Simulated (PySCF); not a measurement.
# [Tm(H2O)2]3+: other functionals and bases at one geometry

The task here is to estimate one member of a computed series from the others.

The runs use PySCF 2.14.0; several levels, as the steps say, no spin–orbit coupling.

1 further run of the same task is left out (for a known fault of the program).

## The system as given

7 atoms, charge 3, spin multiplicity 1.

Bond lengths: Tm1–O2 2.174 Å, Tm1–O5 2.167 Å, O2–H3 0.996 Å, O2–H4 0.996 Å, O5–H6 0.994 Å, O5–H7 0.996 Å. Angles: O2–Tm1–O5 108.4°, Tm1–O2–H3 128.7°, Tm1–O2–H4 128.7°, H3–O2–H4 102.6°, Tm1–O5–H6 128.4°, Tm1–O5–H7 128.8°, H6–O5–H7 102.8°.

Geometry (Å):

```xyz
7
charge 3, multiplicity 1
Tm   -0.7828    0.7827    0.0221
O     0.1404   -0.1468    1.7570
H     0.9424    0.1483    2.2682
H    -0.1566   -0.9507    2.2642
O     0.0889   -0.0825   -1.7635
H     0.7903   -0.7836   -1.8306
H    -0.1119    0.1218   -2.7172
```

Formal oxidation states: Tm +3. Each metal's 12 4f electrons lie in its core potential, so multiplicities, spins and levels count the valence alone. An earlier session relaxed this geometry at PBE0, Tm lcecp-1-SVP with ECP58, O def2-SVP, H def2-SVP (singlet, point group Cs).

At PBE0 on the finer grid: E = -190.181150 Eh, HOMO -26.96 eV, LUMO -18.88 eV, Mulliken charge on Tm1 +2.20 e, largest force component 0.014 eV/Å. 

Levels to run: B3LYP; TPSS; PBE0, TZVP. Hardware: 2 threads of Arm Neoverse V2, shared host.

The first run:

Contents of run.py (the lines that set the calculation):

```python
mol = gto.M(atom='''
Tm    -0.78278     0.78270     0.02207
O      0.14038    -0.14679     1.75700
H      0.94244     0.14833     2.26820
H     -0.15660    -0.95070     2.26420
O      0.08891    -0.08248    -1.76351
H      0.79030    -0.78363    -1.83064
H     -0.11188     0.12179    -2.71723''',
    basis={'Tm': 'lcecp-1-SVP', 'O': 'def2-SVP', 'H': 'def2-SVP'},
    ecp={'Tm': 'lcecp-1-SVP'},
    charge=3, spin=0)
mf = dft.RKS(mol, xc='B3LYP')
mf.grids.atom_grid = (75, 302)  # f atoms: unpruned, at least (60, 302)
mf = mf.density_fit()  # fitting sets: Tm AutoAux, O def2-universal-JKFIT, H def2-universal-JKFIT
mf.conv_tol = 1e-08; mf.max_cycle = 55
mf.kernel(dm0)  # dm0: the density of the relaxed state
```

The run is started by

```sh
> OMP_NUM_THREADS=2 python run.py
```

Among the steps run: B3LYP; TPSS; PBE0, TZVP.

One of the session's tables, all rows but one given; the rest of the session is left out.

| level | HOMO (eV) | gap (eV) | charge on Tm1 (e) | dipole (D) | largest force component (eV/Å) |
| --- | --- | --- | --- | --- | --- |
| PBE0 (relaxed here) | -26.96 | 8.08 | 2.20 | 3.46 | 0.01 |
| B3LYP | -26.65 | 7.32 | 2.17 | 3.53 | 0.16 |
| TPSS | -25.25 | 5.69 | 2.14 | 3.66 | 0.41 |
| PBE0, TZVP | ? | ? | ? | ? | ? |

**Question.** Estimate the row for PBE0, TZVP.

The run gave: HOMO (eV): -26.92; gap (eV): 8.12; charge on Tm1 (e): 2.38; dipole (D): 3.50; largest force component (eV/Å): 0.27. In the column «HOMO (eV)» it lies between PBE0 (relaxed here) (-26.96) and B3LYP (-26.65).

The dipole of a charged species depends on the origin, so these sizes hold for this origin alone.

In one basis the HOMO–LUMO gap runs from 5.69 eV (TPSS) to 8.08 eV (PBE0). The largest leftover force, 0.41 eV/Å with TPSS, stands at a geometry relaxed at another level. With 4f in the core, its levels are missing from HOMO and gap, and its count is fixed, so no charge can pass from the ligands into it. Total energies of different levels can't be compared.
